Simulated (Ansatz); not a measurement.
This was printed by a script on the Ansatz DFT code, driven from Python, for a single point of YS (distorted cell). What did the script look like? Level of theory: PBEsol, PAW, cutoff 420 eV, 4×4×4 k-points, cold smearing of 0.3 eV, D3BJ dispersion.

`POSCAR_ys`
```text
YS
1.0
   0.02879000    2.76666000    2.76784000
   2.77805000    0.01825000    2.77839000
   2.71111000    2.71026000    0.08519000
Y S
1 1
Direct
   0.49340000    0.49613000    0.50499000
   0.01089000    0.99961000    0.99495000
```

```console
$ python ys.py
F = E - TS                -4685.00881 eV
E                         -4684.98279 eV
Harris-Foulkes            -4685.00881 eV
Fermi level                  12.57225 eV
densities in e/A^3, potentials in eV, ELF without unit
elf.npy          (27, 27, 27)     min     0.0015  mean     0.3830  max     0.8610
rho.npy          (27, 27, 27)     min    -0.0282  mean     0.4180  max     3.7099
v_es.npy         (27, 27, 27)     min   -51.6203  mean     4.6066  max    14.4588
v_tot.npy        (27, 27, 27)     min   -80.5004  mean    -6.2911  max     7.5675
Y1 S1
1.0
   0.0287900000000000    2.7666599999999999    2.7678400000000001
   2.7780499999999999    0.0182500000000000    2.7783899999999999
   2.7111100000000001    2.7102599999999999    0.0851900000000000
Y S
1 1
direct
   0.4934000000000000    0.4961300000000000    0.5049900000000000 Y
   0.0108900000000000    0.9996100000000001    0.9949499999999999 S

site 0 Y  4S  filled   1.971  at E_F   0.000 /eV
site 0 Y  5S  filled   0.414  at E_F   0.024 /eV
site 0 Y  4P  filled   5.984  at E_F   0.001 /eV
site 0 Y  4D  filled   2.448  at E_F   1.228 /eV
site 1 S  3S  filled   1.571  at E_F   0.012 /eV
site 1 S  3P  filled   4.639  at E_F   0.169 /eV
towards 756.0 eV the energy would change by -0.29 meV/atom
```

The script that was run (others could print the same):

The script, `ys.py`:
```python
"""Self-consistent field of YS at the given structure, distorted."""

from pathlib import Path
import sys
import warnings

import ansatz as az
from ase.io import read
import numpy as np
from pymatgen.core import Structure

DISPERSION = "d3bj"
SMEARING_WIDTH = 0.3

warnings.simplefilter("ignore", az.DeckWarning)

atoms = read("POSCAR_ys", format="vasp")
system = az.Crystal.from_ase(atoms)

# settings of the run
job = (
    system.calculation()
    .functional(az.Functional.PBESOL, dispersion=DISPERSION)
    .kpoints(4, center="monkhorst-pack")
    .occupations(az.OccupationsMethod.COLD, width=SMEARING_WIDTH)
    .scf(lower_state_search="off")
    .density()
    .potential()
    .electron_localization_function()
    .output_files(volumetric_format="npy")
    .density_of_states(energy_step=0.1, method="smearing", broadening_width=0.1, projected=True)
    .cutoff_correction(756)
)
try:
    done = job.run(threads=1, backend="cpu")
except az.NonConvergedError as error:
    sys.exit(f"no convergence: {error}")
except az.RefusalError as error:
    sys.exit(f"input refused: {error}")
rep = done.report

print("%-22s %14.5f eV" % ("F = E - TS", rep["free_energy_ev"]))
print("%-22s %14.5f eV" % ("E", rep["internal_energy_ev"]))
print("%-22s %14.5f eV" % ("Harris-Foulkes", rep["harris_foulkes_ev"]))
print("%-22s %14.5f eV" % ("Fermi level", rep["fermi_energy_ev"]))

folder = Path(done.write_results("fields"))
print("densities in e/A^3, potentials in eV, ELF without unit")
for name in sorted(p.name for p in folder.glob("*.npy")):
    field = np.load(folder / name)
    print(f"{name:16s} {str(field.shape):16s} min {field.min():10.4f}  mean {field.mean():10.4f}  max {field.max():10.4f}")

final = Structure(done.lattice.cell_ang, [s.symbol for s in done.lattice.sites], [s.position_frac for s in done.lattice.sites])
print(final.to(fmt="poscar"))

dos = done.density_of_states()
energy = np.asarray(dos.energies_ev) - dos.fermi_ev
projected = done.projected_density_of_states()
# electrons in each projected shell, from the curves below the Fermi level
step = energy[1] - energy[0]
for index, site in enumerate(projected.sites):
    for shell in site.shells:
        curve = sum(np.sum(part.g_bin_mean_per_ev, axis=0) for part in shell.curves)
        print(f"site {index} {site.species:2s} {shell.label:3s} filled {curve[energy <= 0].sum() * step:7.3f}  at E_F {np.interp(0, energy, curve):7.3f} /eV")

# estimate of what a larger basis would gain, without a second SCF
estimate = rep.get("cutoff_correction")
if estimate:
    print("towards {} eV the energy would change by {:.2f} meV/atom".format(estimate["reference_ecutwfc_ev"], 1000 * estimate["energy_ev"] / len(done.lattice.sites)))
```

Caveats:
- These settings explore the input space; cutoff and mesh may be short of convergence.
- No spin polarisation was allowed.
- Dispersion corrections can be off by several per cent in the lattices of metals, and by several GPa in the pressure at a fixed cell.
- For a metal this mesh is far too coarse, so the numbers only illustrate the procedure.
- An absolute Fermi energy rests on an arbitrary zero of the periodic potential and has no direct meaning.
- Projections exist only for the shells that the potentials hold, some of them semicore, and samples at single energies can miss narrow peaks.
- The free energy holds a sizeable smearing term, which stands for no physical temperature.
- The fields are valence quantities on the plane-wave grid; their values near the nuclei depend on the potentials.
- The cell is a database structure, distorted on purpose.
- The computed bands are complete only to about 1.4 eV above the Fermi level; beyond that the density of states is undercounted.
- Hardware and time: 3.2 s on 1 thread of Arm Neoverse V2 (shared host), peak memory 0.42 GiB.

(Lines on the test bed's own set-up are left out of the output.)
